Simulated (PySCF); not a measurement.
# CH8BNO: the cost of one run

The runs use PySCF 2.14.0, with density-fitted response routines of our own; the level of theory stands in each step. All values are computed, except where a source is named. Atoms count from 0, in the outputs and in this text.

## (1) Starting geometry

12 atoms, charge 0, multiplicity 1; geometry from: GFN2-xTB. The atoms were then displaced at random by about 0.01 Å, so the start is not that level's minimum.

Bonds of the start (Å): C0–O1 1.41, O1–B2 1.42, B2–N3 1.75, C0–H4 1.08, C0–H5 1.07, C0–H6 1.12, B2–H7 1.16, B2–H8 1.22, N3–H9 1.05, N3–H10 1.00, N3–H11 1.01.

## (2) Optimising the geometry at PBE0-D3(BJ)/def2-SVP

The job: settings as JSON, then the geometry in Å.

```
{"job": {"xc": "PBE0", "basis": "def2-SVP", "d3": "d3bj", "grid": 1, "shake": 0.01, "kind": "geom"}, "charge": 0, "multiplicity": 1}
C      1.716800     0.298440     0.084590
O      0.757480    -0.254340    -0.785260
B     -0.390840    -0.907820    -0.267220
N     -1.514100     0.400600     0.035700
H      2.635370     0.437520    -0.471660
H      1.869120    -0.296130     0.961610
H      1.382230     1.316160     0.427430
H     -0.898190    -1.539000    -1.099280
H     -0.268750    -1.393380     0.844170
H     -2.461880     0.005600     0.247650
H     -1.571000     0.938640    -0.806100
H     -1.216540     0.965450     0.819340
```

Run with:

```
OMP_NUM_THREADS=1 python probes_run.py task.json out
```

One launch serves the whole session: the jobs run in the order shown.

**Question.** How long does this first job take on 1 thread of Arm Neoverse V2, shared host, and how much memory does it need?

About 25 s, with a peak of 0.4 GiB.
